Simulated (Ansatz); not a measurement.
# H₅MoN₃O: one molecule under many settings

Aim: run H₅MoN₃O under a spread of inputs, and see what each costs and gives.

The runs use Ansatz 0.2.0, Gaussian basis; the settings change from run to run.

## 1. The molecule

The geometry comes from an earlier relaxation with PBE0-D4 in a triple-zeta def2 set; it is a stationary point, not always the lowest conformer. Mo takes a core potential in def2 sets; no spin-orbit term is included.

SMILES `[NH]=[Mo](=[NH])([NH2])[OH]`, 10 atoms, charge 0, spin multiplicity 1.

Atoms are counted from 1 here; the program's logs count them from 0.

Bond lengths: N1–Mo2 1.730 Å, N1–H6 1.011 Å, Mo2–N3 1.728 Å, Mo2–N4 1.938 Å, Mo2–O5 1.902 Å, N3–H7 1.010 Å, N4–H8 1.008 Å, N4–H9 1.008 Å, O5–H10 0.960 Å. Angles: Mo2–N1–H6 153.9°, N1–Mo2–N3 113.5°, N1–Mo2–N4 106.8°, N1–Mo2–O5 109.4°, N3–Mo2–N4 107.2°, N3–Mo2–O5 107.8°, N4–Mo2–O5 112.2°, Mo2–N3–H7 156.4°, Mo2–N4–H8 122.9°, Mo2–N4–H9 123.1°, H8–N4–H9 111.5°, Mo2–O5–H10 118.0°.

## 2. wB97X/STO-3G

This run has a grid of angular degree 11.

Input file in.yaml:

```yaml
crystal:
  periodic: [false, false, false]
  atoms:
    - {symbol: N, position_ang: [-1.112351, 0.625739, -1.116337]}
    - {symbol: Mo, position_ang: [0.208530, 0.089911, -0.136053]}
    - {symbol: N, position_ang: [1.076111, -1.239662, -0.818103]}
    - {symbol: N, position_ang: [-0.550035, -0.520752, 1.540019]}
    - {symbol: O, position_ang: [1.435829, 1.522073, 0.109915]}
    - {symbol: H, position_ang: [-1.710011, 0.593727, -1.930572]}
    - {symbol: H, position_ang: [1.293262, -1.948316, -1.503868]}
    - {symbol: H, position_ang: [-0.202844, -1.325702, 2.037427]}
    - {symbol: H, position_ang: [-1.474002, -0.265274, 1.850813]}
    - {symbol: H, position_ang: [1.118710, 2.417057, -0.030441]}
basis:
  gaussian: {orbitals: STO-3G, final_grid: {core_spheres: 5, valence_spheres: 4, degree: 11}}
hamiltonian: {xc: {name: wB97X}}
```

Run with:

```sh
> ansatz run in.yaml --threads 4 --pin off --events-out ev --progress --plain --max-ram 10444MiB
```

Log:

```text
Functional definition: wB97X
  name "wB97X"
  cite "Chai & Head-Gordon, J. Chem. Phys. 128, 084106 (2008) doi:10.1063/1.2834918"
  cite "Becke, J. Chem. Phys. 107, 8554 (1997) doi:10.1063/1.475007"
  parameter omega = 0.3/bohr
  parameter cx = 0.157706
  parameter cx1 = 0.726479
  parameter cx2 = 1.04760
  parameter cx3 = -5.70635
  parameter cx4 = 13.2794
  parameter css1 = -4.33879
  parameter css2 = 18.2308
  parameter css3 = -31.7430
  parameter css4 = 17.2901
  parameter cos1 = 2.37031
  parameter cos2 = -11.3995
  parameter cos3 = 6.58405
  parameter cos4 = -3.78132
  # The coefficients of nought are those of the uniform gas.
  exchange = spin_sum(e_x_unif_sr(omega)*poly(b97_u_x, 1 - cx, cx1, cx2, cx3, cx4)) + cx*exact_x_sr(omega)
      + exact_x_lr(omega)
  correlation = spin_sum(e_c_pw_same_spin*poly(b97_u_same, 1, css1, css2, css3, css4))
      + integral(e_c_pw_opposite_spin*poly(b97_u_opposite, 1, cos1, cos2, cos3, cos4))
679 factors; integrals over basis functions are off by at most 5.2e-4 eV
183 factors; integrals over basis functions are off by at most 1.2e-6 eV
mean field evaluation 1: about -113657.0363 eV, gradient 6.1e1 eV
mean field evaluation 2: about -113624.5226 eV, gradient 1.4e2 eV
mean field evaluation 4: about -113667.0571 eV, gradient 3.4e0 eV
mean field evaluation 8: about -113667.0398 eV, gradient 2.0e-1 eV
mean field evaluation 16: about -113667.0400 eV, gradient 1.4e-4 eV
mean field -113667.03999840 eV, -4177.1866736544 hartree, gradient 3.2e-5 eV, S^2 0.000000; 0 other end points of the search recorded, 0 dependent functions left out
reference -113667.03995448 eV, -4177.1866720403 hartree; 38, 38 occupied and 14, 14 virtual orbitals, 679 factors
Total energy: -113667.03995448 eV, -4177.1866720403 hartree
```

Run time: 0.7 s. Hardware: 4 threads of Arm Neoverse V1, shared host.

## 3. r2SCANh/STO-3G

This run has coordinates scaled by 1.25.

Input file in.yaml:

```yaml
crystal:
  periodic: [false, false, false]
  atoms:
    - {symbol: N, position_ang: [-1.390438, 0.782173, -1.395421]}
    - {symbol: Mo, position_ang: [0.260662, 0.112389, -0.170066]}
    - {symbol: N, position_ang: [1.345139, -1.549577, -1.022629]}
    - {symbol: N, position_ang: [-0.687543, -0.650940, 1.925024]}
    - {symbol: O, position_ang: [1.794787, 1.902591, 0.137394]}
    - {symbol: H, position_ang: [-2.137514, 0.742159, -2.413215]}
    - {symbol: H, position_ang: [1.616578, -2.435395, -1.879835]}
    - {symbol: H, position_ang: [-0.253555, -1.657128, 2.546784]}
    - {symbol: H, position_ang: [-1.842502, -0.331593, 2.313516]}
    - {symbol: H, position_ang: [1.398387, 3.021321, -0.038052]}
basis:
  gaussian: {orbitals: STO-3G}
hamiltonian: {xc: {name: r2SCANh}}
output: {forces: true}
```

Same command.

Log, cut to the lines that bear on the results:

```text
Functional definition: r2SCANh
  name "r2SCANh"
  cite "Bursch, Neugebauer, Ehlert & Grimme, J. Chem. Phys. 156, 134105 (2022) doi:10.1063/5.0086040"
  cite "Furness, Kaplan, Ning, Perdew & Sun, J. Phys. Chem. Lett. 11, 8208 (2020) doi:10.1021/acs.jpclett.0c02405"
  cite "Furness, Kaplan, Ning, Perdew & Sun, J. Phys. Chem. Lett. 11, 9248 (2020) doi:10.1021/acs.jpclett.0c03077"
  parent r2scan
[...]
675 factors; integrals over basis functions are off by at most 2.9e-4 eV
[...]
mean field -113652.04217693 eV, -4176.6355138812 hartree, gradient 2.7e-5 eV, S^2 0.000000; 0 other end points of the search recorded, 0 dependent functions left out
[...]
reference -113652.04218443 eV, -4176.6355141568 hartree; 38, 38 occupied and 14, 14 virtual orbitals, 675 factors
Total energy: -113652.04218443 eV, -4176.6355141568 hartree
Atom 0 at    -1.390438     0.782173    -1.395421 Å, force     4.682962    -2.533572     2.421818 eV/Å
Atom 1 at     0.260662     0.112389    -0.170066 Å, force    -2.189912    -2.536561    -5.198500 eV/Å
Atom 2 at     1.345139    -1.549577    -1.022629 Å, force    -3.316903     4.501883     1.373431 eV/Å
Atom 3 at    -0.687543    -0.650940     1.925024 Å, force     0.051813    -0.083297    -0.625545 eV/Å
Atom 4 at     1.794787     1.902591     0.137394 Å, force    -4.139687     0.222379    -1.141222 eV/Å
Atom 5 at    -2.137514     0.742159    -2.413215 Å, force     3.344775    -0.359873     3.855103 eV/Å
Atom 6 at     1.616578    -2.435395    -1.879835 Å, force    -1.592258     3.753401     3.128878 eV/Å
Atom 7 at    -0.253555    -1.657128     2.546784 Å, force    -2.504970     4.190301    -2.708550 eV/Å
Atom 8 at    -1.842502    -0.331593     2.313516 Å, force     4.944538    -2.020896    -1.619581 eV/Å
Atom 9 at     1.398387     3.021321    -0.038052 Å, force     0.719642    -5.133763     0.514169 eV/Å
Dipole moment:    -0.305663    -0.155318    -0.146115 e Å
```

Wall time 2.6 s (4 threads of Arm Neoverse V1, shared host).

Largest force 6.185 eV/Å, dipole 1.79 D.

## 4. PBEsol/x2c-TZVPPall

Set apart from the defaults: multiplicity 3, atoms shaken by 0.03 Å.

Input file in.yaml:

```yaml
crystal:
  periodic: [false, false, false]
  atoms:
    - {symbol: N, position_ang: [-1.086401, 0.673948, -1.101707]}
    - {symbol: Mo, position_ang: [0.187558, 0.067011, -0.199157]}
    - {symbol: N, position_ang: [1.068593, -1.219841, -0.814205]}
    - {symbol: N, position_ang: [-0.555136, -0.504192, 1.486754]}
    - {symbol: O, position_ang: [1.463795, 1.534138, 0.110516]}
    - {symbol: H, position_ang: [-1.715615, 0.632764, -1.988931]}
    - {symbol: H, position_ang: [1.246217, -1.965540, -1.470665]}
    - {symbol: H, position_ang: [-0.183379, -1.324512, 2.057265]}
    - {symbol: H, position_ang: [-1.474391, -0.225067, 1.865877]}
    - {symbol: H, position_ang: [1.131988, 2.445811, -0.040803]}
basis:
  gaussian: {orbitals: x2c-TZVPPall}
magnetization: {spin_polarized: true, initial_magnetization: 2}
hamiltonian: {xc: {name: PBEsol}}
output: {forces: true}
```

The command is unchanged.

Log, cut to the lines that bear on the results:

```text
Functional definition: PBEsol
  name "PBEsol"
  cite "Perdew et al., Phys. Rev. Lett. 100, 136406 (2008) doi:10.1103/PhysRevLett.100.136406"
  cite "Perdew, Burke & Ernzerhof, Phys. Rev. Lett. 77, 3865 (1996) doi:10.1103/PhysRevLett.77.3865"
  parent pbesol
[...]
1442 factors; their error is unknown
[...]
mean field -116667.30816903 eV, -4287.4444952702 hartree, gradient 1.3e-5 eV, S^2 2.004164; 10 other end points of the search recorded, 0 dependent functions left out
[...]
reference -116667.30824473 eV, -4287.4444980522 hartree; 39, 37 occupied and 234, 236 virtual orbitals, 1442 factors
Total energy: -116667.30824473 eV, -4287.4444980522 hartree
Relativity: scalar
Atom 0 at    -1.086401     0.673948    -1.101707 Å, force    -6.212096     2.204704    -4.168159 eV/Å
Atom 1 at     0.187558     0.067011    -0.199157 Å, force     2.407290     3.823620     1.520729 eV/Å
Atom 2 at     1.068593    -1.219841    -0.814205 Å, force     3.195994    -4.895559    -1.036495 eV/Å
Atom 3 at    -0.555136    -0.504192     1.486754 Å, force    -1.322132    -2.518713     3.323587 eV/Å
Atom 4 at     1.463795     1.534138     0.110516 Å, force     0.294654     0.723373     0.074666 eV/Å
Atom 5 at    -1.715615     0.632764    -1.988931 Å, force     1.300601     0.101538     1.640555 eV/Å
Atom 6 at     1.246217    -1.965540    -1.470665 Å, force     0.250158    -0.334096    -0.532396 eV/Å
Atom 7 at    -0.183379    -1.324512     2.057265 Å, force    -0.414206     1.331240    -0.771058 eV/Å
Atom 8 at    -1.474391    -0.225067     1.865877 Å, force     0.438226     0.035646    -0.100592 eV/Å
Atom 9 at     1.131988     2.445811    -0.040803 Å, force     0.061512    -0.471753     0.049163 eV/Å
Dipole moment:    -0.473293    -0.193133     0.129170 e Å
```

Run time: 31 s. Hardware: 4 threads of Arm Neoverse V1, shared host; peak memory 0.75 GiB.

Largest force 7.799 eV/Å, dipole 2.53 D, ⟨S²⟩ 2.004.

## 5. CAM-B3LYP/def2-mTZVPP

Options: unrestricted orbitals.

Input file in.yaml:

```yaml
crystal:
  periodic: [false, false, false]
  atoms:
    - {symbol: N, position_ang: [-1.112351, 0.625739, -1.116337]}
    - {symbol: Mo, position_ang: [0.208530, 0.089911, -0.136053]}
    - {symbol: N, position_ang: [1.076111, -1.239662, -0.818103]}
    - {symbol: N, position_ang: [-0.550035, -0.520752, 1.540019]}
    - {symbol: O, position_ang: [1.435829, 1.522073, 0.109915]}
    - {symbol: H, position_ang: [-1.710011, 0.593727, -1.930572]}
    - {symbol: H, position_ang: [1.293262, -1.948316, -1.503868]}
    - {symbol: H, position_ang: [-0.202844, -1.325702, 2.037427]}
    - {symbol: H, position_ang: [-1.474002, -0.265274, 1.850813]}
    - {symbol: H, position_ang: [1.118710, 2.417057, -0.030441]}
basis:
  gaussian: {orbitals: def2-mTZVPP}
magnetization: {spin_polarized: true, initial_magnetization: 0}
hamiltonian: {xc: {name: CAM-B3LYP}}
output: {forces: true}
```

Launched as before.

Log, cut to the lines that bear on the results:

```text
Functional definition: CAM-B3LYP
  name "CAM-B3LYP"
  cite "Yanai, Tew & Handy, Chem. Phys. Lett. 393, 51 (2004) doi:10.1016/j.cplett.2004.06.011"
  cite "Iikura, Tsuneda, Yanai & Hirao, J. Chem. Phys. 115, 3540 (2001) doi:10.1063/1.1383587"
  cite "Becke, Phys. Rev. A 38, 3098 (1988) doi:10.1103/PhysRevA.38.3098"
  cite "Lee, Yang & Parr, Phys. Rev. B 37, 785 (1988) doi:10.1103/PhysRevB.37.785"
  cite "Vosko, Wilk & Nusair, Can. J. Phys. 58, 1200 (1980) doi:10.1139/p80-159"
[...]
  # Exact exchange under (alpha + beta erf(omega r))/r, Becke's under what is left of 1/r.
[...]
1261 factors; their error is unknown
448 factors; integrals over basis functions are off by at most 1.1e-5 eV
[...]
mean field -8454.86374933 eV, -310.7105118754 hartree, gradient 4.7e-5 eV, S^2 0.000000; 0 other end points of the search recorded, 0 dependent functions left out
[...]
Atom 0 at    -1.112351     0.625739    -1.116337 Å, force    -0.588819     0.304731    -0.368304 eV/Å
Atom 1 at     0.208530     0.089911    -0.136053 Å, force    -0.078213    -0.028534     0.149217 eV/Å
Atom 2 at     1.076111    -1.239662    -0.818103 Å, force     0.471494    -0.563762    -0.214065 eV/Å
Atom 3 at    -0.550035    -0.520752     1.540019 Å, force    -0.160360    -0.132613     0.412074 eV/Å
Atom 4 at     1.435829     1.522073     0.109915 Å, force     0.424814     0.388805     0.083196 eV/Å
Atom 5 at    -1.710011     0.593727    -1.930572 Å, force     0.027882    -0.061351    -0.034639 eV/Å
Atom 6 at     1.293262    -1.948316    -1.503868 Å, force    -0.067086     0.008325    -0.051440 eV/Å
Atom 7 at    -0.202844    -1.325702     2.037427 Å, force     0.001468    -0.031323     0.017027 eV/Å
Atom 8 at    -1.474002    -0.265274     1.850813 Å, force    -0.033903     0.000030     0.011981 eV/Å
Atom 9 at     1.118710     2.417057    -0.030441 Å, force     0.002723     0.115690    -0.005049 eV/Å
Dipole moment:    -0.416403    -0.117207    -0.081644 e Å
```

It took 4.7 s on 4 threads of Arm Neoverse V1, shared host; peak memory 0.56 GiB.

Largest force 0.765 eV/Å, dipole 2.11 D, ⟨S²⟩ 0.000.

## 6. SPW92/def2-mTZVP

This run has unrestricted orbitals, atoms shaken by 0.03 Å, a grid of angular degree 23, high accuracy.

Input file in.yaml:

```yaml
crystal:
  periodic: [false, false, false]
  atoms:
    - {symbol: N, position_ang: [-1.110150, 0.549393, -1.157733]}
    - {symbol: Mo, position_ang: [0.178919, 0.058801, -0.196068]}
    - {symbol: N, position_ang: [1.074546, -1.230802, -0.829873]}
    - {symbol: N, position_ang: [-0.506324, -0.475194, 1.493696]}
    - {symbol: O, position_ang: [1.420714, 1.477849, 0.151109]}
    - {symbol: H, position_ang: [-1.739166, 0.573442, -1.951437]}
    - {symbol: H, position_ang: [1.297025, -1.991088, -1.503970]}
    - {symbol: H, position_ang: [-0.192322, -1.339227, 2.128471]}
    - {symbol: H, position_ang: [-1.454734, -0.217695, 1.859776]}
    - {symbol: H, position_ang: [1.125453, 2.438854, -0.070111]}
basis:
  gaussian: {orbitals: def2-mTZVP, final_grid: {core_spheres: 8, valence_spheres: 7, degree: 23}}
magnetization: {spin_polarized: true, initial_magnetization: 0}
hamiltonian: {xc: {name: SPW92}}
accuracy: high
```

The command is unchanged.

Log:

```text
Functional definition: SPW92
  name "SPW92"
  cite "Dirac, Proc. Camb. Phil. Soc. 26, 376 (1930) doi:10.1017/S0305004100016108"
  cite "Slater, Phys. Rev. 81, 385 (1951) doi:10.1103/PhysRev.81.385"
  cite "Perdew & Wang, Phys. Rev. B 45, 13244 (1992) doi:10.1103/PhysRevB.45.13244"
  exchange = slater_x
  correlation = pw_c
2592 factors; integrals over basis functions are off by at most 3.8e-9 eV
mean field evaluation 1: about -8370.3140 eV, gradient 9.9e1 eV
mean field evaluation 2: about -8160.1147 eV, gradient 2.3e2 eV
mean field evaluation 4: about -8397.8189 eV, gradient 4.1e1 eV
mean field evaluation 8: about -8404.4836 eV, gradient 2.2e0 eV
mean field evaluation 16: about -8404.4950 eV, gradient 3.3e-4 eV
mean field -8404.49501594 eV, -308.8594950645 hartree, gradient 6.6e-8 eV, S^2 0.000000; 0 other end points of the search recorded, 0 dependent functions left out
reference -8404.49502357 eV, -308.8594953448 hartree; 24, 24 occupied and 105, 105 virtual orbitals, 2592 factors
Total energy: -8404.49502357 eV, -308.8594953448 hartree
```

It took 2.4 s on 4 threads of Arm Neoverse V1, shared host.

⟨S²⟩ 0.000.

## 7. PBE/x2c-TZVPPall

This run has unrestricted orbitals, D4 dispersion, high accuracy.

Input file in.yaml:

```yaml
crystal:
  periodic: [false, false, false]
  atoms:
    - {symbol: N, position_ang: [-1.112351, 0.625739, -1.116337]}
    - {symbol: Mo, position_ang: [0.208530, 0.089911, -0.136053]}
    - {symbol: N, position_ang: [1.076111, -1.239662, -0.818103]}
    - {symbol: N, position_ang: [-0.550035, -0.520752, 1.540019]}
    - {symbol: O, position_ang: [1.435829, 1.522073, 0.109915]}
    - {symbol: H, position_ang: [-1.710011, 0.593727, -1.930572]}
    - {symbol: H, position_ang: [1.293262, -1.948316, -1.503868]}
    - {symbol: H, position_ang: [-0.202844, -1.325702, 2.037427]}
    - {symbol: H, position_ang: [-1.474002, -0.265274, 1.850813]}
    - {symbol: H, position_ang: [1.118710, 2.417057, -0.030441]}
basis:
  gaussian: {orbitals: x2c-TZVPPall}
magnetization: {spin_polarized: true, initial_magnetization: 0}
hamiltonian: {xc: {name: PBE}, dispersion: d4}
accuracy: high
output: {forces: true}
```

Same command.

Log, cut to the lines that bear on the results:

```text
Functional definition: PBE
  name "PBE"
  cite "Perdew, Burke & Ernzerhof, Phys. Rev. Lett. 77, 3865 (1996) doi:10.1103/PhysRevLett.77.3865"
  parent pbe
[...]
4682 factors; integrals over basis functions are off by at most 5.1e-8 eV
[...]
mean field -116756.33700892 eV, -4290.7162447902 hartree, gradient 5.8e-8 eV, S^2 0.000000; 0 other end points of the search recorded, 0 dependent functions left out
[...]
reference -116756.33701606 eV, -4290.7162450525 hartree; 38, 38 occupied and 235, 235 virtual orbitals, 4682 factors
Total energy: -116756.59120132 eV, -4290.7255861884 hartree
Relativity: scalar
Atom 0 at    -1.112351     0.625739    -1.116337 Å, force    -0.559520     0.308428    -0.255324 eV/Å
Atom 1 at     0.208530     0.089911    -0.136053 Å, force     0.051115     0.263849     0.446011 eV/Å
Atom 2 at     1.076111    -1.239662    -0.818103 Å, force     0.462846    -0.539948    -0.141080 eV/Å
Atom 3 at    -0.550035    -0.520752     1.540019 Å, force     0.017640     0.033118     0.120767 eV/Å
Atom 4 at     1.435829     1.522073     0.109915 Å, force     0.560432    -0.028883     0.144366 eV/Å
Atom 5 at    -1.710011     0.593727    -1.930572 Å, force    -0.224273    -0.001479    -0.305931 eV/Å
Atom 6 at     1.293262    -1.948316    -1.503868 Å, force     0.082653    -0.266478    -0.253075 eV/Å
Atom 7 at    -0.202844    -1.325702     2.037427 Å, force     0.100966    -0.276127     0.186601 eV/Å
Atom 8 at    -1.474002    -0.265274     1.850813 Å, force    -0.316127     0.076094     0.125797 eV/Å
Atom 9 at     1.118710     2.417057    -0.030441 Å, force    -0.175734     0.431426    -0.068134 eV/Å
Dipole moment:    -0.386987    -0.086456    -0.037292 e Å
```

It took 31 s on 4 threads of Arm Neoverse V1, shared host; peak memory 2.2 GiB.

Largest force 0.725 eV/Å, dipole 1.91 D, ⟨S²⟩ 0.000.

## 8. RPBE/def2-TZVP

This run has D4 dispersion, high accuracy, the search for lower states set to light.

Changes to in.yaml since step 7:

```diff
@@ -14,6 +14,6 @@
 basis:
-  gaussian: {orbitals: x2c-TZVPPall}
-magnetization: {spin_polarized: true, initial_magnetization: 0}
-hamiltonian: {xc: {name: PBE}, dispersion: d4}
+  gaussian: {orbitals: def2-TZVP}
+hamiltonian: {xc: {name: RPBE}, dispersion: d4}
 accuracy: high
+scf: {lower_state_search: light}
 output: {forces: true}
```

Launched as before.

Log, cut to the lines that bear on the results:

```text
Functional definition: RPBE
  name "RPBE"
  cite "Hammer, Hansen & Nørskov, Phys. Rev. B 59, 7413 (1999) doi:10.1103/PhysRevB.59.7413"
  cite "Perdew, Burke & Ernzerhof, Phys. Rev. Lett. 77, 3865 (1996) doi:10.1103/PhysRevLett.77.3865"
[...]
3558 factors; integrals over basis functions are off by at most 1.3e-8 eV
[...]
mean field -8462.20366742 eV, -310.9802488900 hartree, gradient 9.5e-8 eV, S^2 0.000000; 0 other end points of the search recorded, 0 dependent functions left out
[...]
reference -8462.20367507 eV, -310.9802491711 hartree; 24, 24 occupied and 170, 170 virtual orbitals, 3558 factors
Total energy: -8463.03948804 eV, -311.0109647312 hartree
Atom 0 at    -1.112351     0.625739    -1.116337 Å, force    -0.643939     0.349349    -0.315134 eV/Å
Atom 1 at     0.208530     0.089911    -0.136053 Å, force     0.034784     0.252305     0.507785 eV/Å
Atom 2 at     1.076111    -1.239662    -0.818103 Å, force     0.513378    -0.636177    -0.190303 eV/Å
Atom 3 at    -0.550035    -0.520752     1.540019 Å, force     0.008136     0.029316     0.149336 eV/Å
Atom 4 at     1.435829     1.522073     0.109915 Å, force     0.658844    -0.017979     0.162573 eV/Å
Atom 5 at    -1.710011     0.593727    -1.930572 Å, force    -0.224090    -0.006472    -0.308774 eV/Å
Atom 6 at     1.293262    -1.948316    -1.503868 Å, force     0.086123    -0.264987    -0.254594 eV/Å
Atom 7 at    -0.202844    -1.325702     2.037427 Å, force     0.105584    -0.295071     0.197644 eV/Å
Atom 8 at    -1.474002    -0.265274     1.850813 Å, force    -0.338464     0.076512     0.131986 eV/Å
Atom 9 at     1.118710     2.417057    -0.030441 Å, force    -0.200355     0.513205    -0.080518 eV/Å
Dipole moment:    -0.391884    -0.081107    -0.045668 e Å
```

It took 10 s on 4 threads of Arm Neoverse V1, shared host; peak memory 0.94 GiB.

Largest force 0.839 eV/Å, dipole 1.93 D.

## 9. The runs in one table

| level | charge | multiplicity | geometry | functions | energy (eV) | time |
| --- | --- | --- | --- | --- | --- | --- |
| wB97X/STO-3G | 0 | 1 | relaxed | 52 | -113667.040 | 0.7 s |
| r2SCANh/STO-3G | 0 | 1 | scaled | 52 | -113652.042 | 2.6 s |
| PBEsol/x2c-TZVPPall | 0 | 3 | shaken | 273 | -116667.308 | 31 s |
| CAM-B3LYP/def2-mTZVPP | 0 | 1 | relaxed | 154 | -8454.864 | 4.7 s |
| SPW92/def2-mTZVP | 0 | 1 | shaken | 129 | -8404.495 | 2.4 s |
| PBE/x2c-TZVPPall | 0 | 1 | relaxed | 273 | -116756.591 | 31 s |
| RPBE/def2-TZVP | 0 | 1 | relaxed | 194 | -8463.039 | 10 s |

## 10. Outcome

| quantity | value |
| --- | --- |
| runs | 7 |
| quickest | wB97X/STO-3G, 0.7 s |
| slowest | PBEsol/x2c-TZVPPall, 31 s |
| spread of total energies, same state and geometry | 108301.7 eV |
| dipole, same state and geometry | 1.91 to 2.11 D |

Run time spans a factor of 44, from wB97X/STO-3G to PBEsol/x2c-TZVPPall. The jobs differ in tasks and options as well as level. The totals spread over 108302 eV; they can't be compared across methods or bases. Some of these runs are scalar-relativistic and others not, which shifts the totals of all-electron atoms past neon by eV; core potentials, where a basis has them, take the core out of the total altogether. At the PBE0-D4/def2-TZVP geometry and in the same state, runs without warnings or point charges leave forces up to 0.84 eV/Å (RPBE/def2-TZVP), against 6.2 eV/Å where the atoms were moved. At that geometry and state the dipole changes by 11 % between the lowest and highest value.
